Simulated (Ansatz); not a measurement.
# PdRu3Pt: what a guessed cell relaxes into

The task: take a trial cell of PdRu3Pt to zero force and stress.

Program: Ansatz 0.2.0. Level of theory: DFT PBE, scalar-relativistic, plane waves, PAW. These are calculated values, not measurements.

## Step 1: The starting structure

It takes space group Pm-3m (No. 221, cubic). The conventional cell has a = 3.860 Å, b = 3.860 Å, c = 3.860 Å, α = 90.00°, β = 90.00°, γ = 90.00°. Ru (site symmetry 4/mmm) has 2 Pt at 1.93 Å in its first shell of neighbours. Around Pd (site symmetry m-3m) lie 12 Ru at 2.73 Å. Pt (site symmetry m-3m) is surrounded by 6 Ru at 1.93 Å.

Structure file:

```cif
data_structure
_symmetry_space_group_name_H-M 'Pm-3m'
_symmetry_Int_Tables_number 221
_cell_length_a 3.8603
_cell_length_b 3.8603
_cell_length_c 3.8603
_cell_angle_alpha 90.000
_cell_angle_beta 90.000
_cell_angle_gamma 90.000
_cell_volume 57.52
loop_
_atom_site_label
_atom_site_type_symbol
_atom_site_symmetry_multiplicity
_atom_site_Wyckoff_symbol
_atom_site_fract_x
_atom_site_fract_y
_atom_site_fract_z
_atom_site_occupancy
Ru1 Ru 3 c 0.00000 0.50000 0.50000 1
Pd1 Pd 1 a 0.00000 0.00000 0.00000 1
Pt1 Pt 1 b 0.50000 0.50000 0.50000 1
```

A structure generator made this guess: species swapped into a database cell of Mn3SnN (Pm-3m, No. 221), with Ru on the Mn sites, Pd on the Sn sites and Pt on the N sites. The dimensions are guesses.

## Step 2: The guess as it stands, on a coarse mesh

Input file input.yaml:

```yaml
crystal:
  lattice:
    - [3.86025321, 0.0, 0.0]
    - [0.0, 3.86025321, 0.0]
    - [0.0, 0.0, 3.86025321]
  atoms:
    - { symbol: Ru, position: [0.0, 0.5, 0.5] }
    - { symbol: Ru, position: [0.5, 0.5, 0.0] }
    - { symbol: Ru, position: [0.5, 0.0, 0.5] }
    - { symbol: Pd, position: [0.0, 0.0, 0.0] }
    - { symbol: Pt, position: [0.5, 0.5, 0.5] }
basis:
  ecutwfc: 420
kpoints:
  mp_grid: { grid: [4, 4, 4] }
hamiltonian:
  xc: pbe
scf:
  occupations: { method: gaussian, width: 0.1 }
  lower_state_search: "off"
output:
  forces: true
  stress: true
  eigenvalues: true
```

Started as:

```console
$ ansatz run input.yaml --threads 1 --pin off --max-ram 2560MiB --backend cpu --events-out ev --progress --plain --runs-dir out
```

Further runs follow: coarse relaxation; spin check on a coarse mesh; full relaxation.

Q: Predict the outcome of this session. Wanted: conventional cell; volume; energy over the elements; gap on the mesh; total moment.

As calculated:

| quantity | value |
| --- | --- |
| symmetry at the end (tolerance 0.05 Å) | space group Pm-3m (No. 221) |
| conventional cell | a = 4.742 Å, b = 4.742 Å, c = 4.742 Å, α = 90.00°, β = 90.00°, γ = 90.00° |
| volume | 21.33 Å³/atom |
| energy over the elements | +1.97 eV/atom |
| gap on the mesh | none (metal) |
| total moment | 5.53 μB/cell |

**Reading.** The space group Pm-3m (No. 221) is kept, and the volume per atom grows by 85.4 % from the first guess. The formation energy is positive, so the separate elements lie lower. No finished test with a distortion of lower symmetry is shown, so the end may be a saddle point. Spin-orbit coupling is left out for Pt. Other magnetic orders were not searched.
